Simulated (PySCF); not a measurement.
# A gas-phase reaction: FGe2H5O + F → FGe2H4O + FH

Aim: the reaction energy of `[OH][GeH]([F])[GeH3]` + `[F-]` → `[O-][GeH]([F])[GeH3]` + `F`.

Computed with PySCF 2.14.0; each step states its level. No surroundings beyond the atoms listed, unless a continuum is named. Atoms count from 0, parts from 1.

### 1 Starting point

Each species was relaxed by itself at PBE0-D3(BJ)/def2-SVP.

### 2 Energies of the species: wB97M-D3(BJ)/def2-TZVPD

Job settings and geometry (Å):

```
{"job": {"kind": "react", "xc": "wB97M-D3(BJ)", "basis": "def2-TZVPD"}, "charge": 0, "multiplicity": 1}
-1 FGe2H5O charge 0 multiplicity 1
O      1.442120     1.398400    -0.281000
Ge    -0.044250     0.779290     0.454140
F     -1.355210     1.768320    -0.152230
Ge    -0.357030    -1.468420    -0.366830
H      1.644230     2.305700    -0.025340
H     -0.049410     1.030990     1.976840
H     -0.442790    -1.432380    -1.898700
H     -1.661460    -2.034880     0.216540
H      0.823600    -2.346640     0.076810

-1 F charge -1 multiplicity 1
F      0.000000     0.000000     0.000000

+1 FGe2H4O charge -1 multiplicity 1
O      2.072220    -1.036600    -1.149180
Ge     1.162210    -0.592760     0.169560
F      1.822480     0.775140     1.130480
Ge    -1.051780     0.420710    -0.277100
H      0.907470    -1.637950     1.321620
H     -1.009900     1.661220    -1.215770
H     -1.815750     0.934490     0.984110
H     -2.086930    -0.524240    -0.963710

+1 FH charge 0 multiplicity 1
F      0.459280     0.012580     0.024790
H     -0.459280    -0.012580    -0.024790
```

With the program's defaults for keys left out, this is: wB97M-D3(BJ)/def2-TZVPD reaction energy of separated species, gas phase.

Command:

```console
$ OMP_NUM_THREADS=1 python cluster_run.py task.json out
```

This one command runs all jobs of the session in turn.

**Question.** The jobs that follow are: PBE0-D3(BJ)/def2-TZVPD reaction energy of separated species, gas phase. Predict: reaction energy (wB97M-D3(BJ)/def2-TZVPD); ΔH, ΔG at 298 K (xTB thermal terms). Thermal terms come from harmonic xTB runs on each species.

As calculated:

| quantity | value |
| --- | --- |
| reaction energy (wB97M-D3(BJ)/def2-TZVPD) | -15.83 kcal/mol |
| ΔH, ΔG at 298 K (xTB thermal terms) | -17.4, -20.1 kcal/mol |
| range of the reaction energy over the runs of this table | -18.05 to -15.83 kcal/mol |

What this shows: The reaction is exothermic by 17.4 kcal/mol in the gas phase; dispersion gives +0.41, and xTB itself gave -22.70 for the electronic energy (xTB energies and thermal terms come from the earlier relaxation of each species, not shown). No barrier was sought. The reaction energy runs from -18.05 (PBE0-D3(BJ)/def2-TZVPD) to -15.83 kcal/mol (wB97M-D3(BJ)/def2-TZVPD).
